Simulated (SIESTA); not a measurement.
Set up this calculation in SIESTA 5.4.2, as the native input.

```
Task                : single point
Functional          : PBEsol
Potentials or basis : PseudoDojo 0.4 standard (PBEsol files)
Basis               : DZP (energy shift 0.003 Ry; two zetas on semicore shells)
Grid cutoff         : 800 Ry
Energy shift        : 0.003 Ry
k mesh              : 5 × 8 × 4
Occupations         : fermi-dirac, width 0.05 eV
Spin                : no spin polarisation
```

Crystal: AsRu.

```
Ru As
1.0
     5.73150    0.00000    0.00000
     0.00000    3.34278    0.00000
     0.00000    0.00000    6.36869
Ru As
4 4
Direct
  0.00543 0.75000 0.20446
  0.99457 0.25000 0.79554
  0.50543 0.75000 0.29554
  0.49457 0.25000 0.70446
  0.80378 0.75000 0.56990
  0.19622 0.25000 0.43010
  0.30378 0.75000 0.93010
  0.69622 0.25000 0.06990
```

The cell is a database's computed one.

One way to write it, as run:

AsRu.fdf

```
SystemName                      AsRu
SystemLabel                     AsRu
NumberOfSpecies                 2
NumberOfAtoms                   8
%block ChemicalSpeciesLabel
  1  44 Ru
  2  33 As
%endblock ChemicalSpeciesLabel

LatticeConstant                 1.0 Ang
%block LatticeVectors
     5.7315034000     0.0000000000     0.0000000000
     0.0000000000     3.3427781800     0.0000000000
     0.0000000000     0.0000000000     6.3686909200
%endblock LatticeVectors
AtomicCoordinatesFormat         Fractional
%block AtomicCoordinatesAndAtomicSpecies
     0.0054291100     0.7500000000     0.2044635600  1  Ru
     0.9945708900     0.2500000000     0.7955364400  1  Ru
     0.5054291100     0.7500000000     0.2955364400  1  Ru
     0.4945708900     0.2500000000     0.7044635600  1  Ru
     0.8037798500     0.7500000000     0.5699048100  2  As
     0.1962201500     0.2500000000     0.4300951900  2  As
     0.3037798500     0.7500000000     0.9300951900  2  As
     0.6962201500     0.2500000000     0.0699048100  2  As
%endblock AtomicCoordinatesAndAtomicSpecies

%block kgrid.MonkhorstPack
    5   0   0  0.0
    0   8   0  0.0
    0   0   4  0.0
%endblock kgrid.MonkhorstPack
XC.Functional                   GGA
XC.Authors                      PBEsol
PAO.BasisSize                   DZP
PAO.EnergyShift                 0.003 Ry
Mesh.Cutoff                     800 Ry
OccupationFunction              FD
ElectronicTemperature           0.05 eV
MaxSCFIterations                120
SCF.MustConverge                false
SCF.Mixer.Method                Pulay
SCF.Mixer.Weight                0.25
SCF.Mixer.History               8
SCF.DM.Tolerance                5.0e-05
SCF.H.Tolerance                 1.0e-03 eV
WriteForces                     true
Charge.Mulliken                 end
%block PAO.Basis
  Ru 5
  n=4 0 2
    3.003 0.000
  n=5 0 2
    8.548 0.000
  n=4 1 2
    3.442 0.000
  n=5 1 1
    8.548
  n=4 2 2
    5.925 0.000
  As 4
  n=4 0 2
    5.501 0.000
  n=4 1 2
    7.312 0.000
  n=3 2 2
    2.890 0.000
  n=4 2 1
    7.312
%endblock PAO.Basis
```

Potentials or basis: PseudoDojo 0.4 standard (PBEsol files), DZP (energy shift 0.003 Ry; two zetas on semicore shells).

The run is started by

```console
$ siesta < AsRu.fdf > AsRu.out 2>&1
```

Results of the run:

```
Pressure               : 0.5 GPa
Largest force          : 0.394 eV/Å
Band gap on the k mesh : none (metal or under the smearing width)
```

Caveat: the basis of atomic orbitals isn't converged, which shifts pressures, moduli and gaps.

Wall time 4 min on 1 thread of Arm Neoverse V2, with other jobs on the host, peak memory 0.84 GiB.
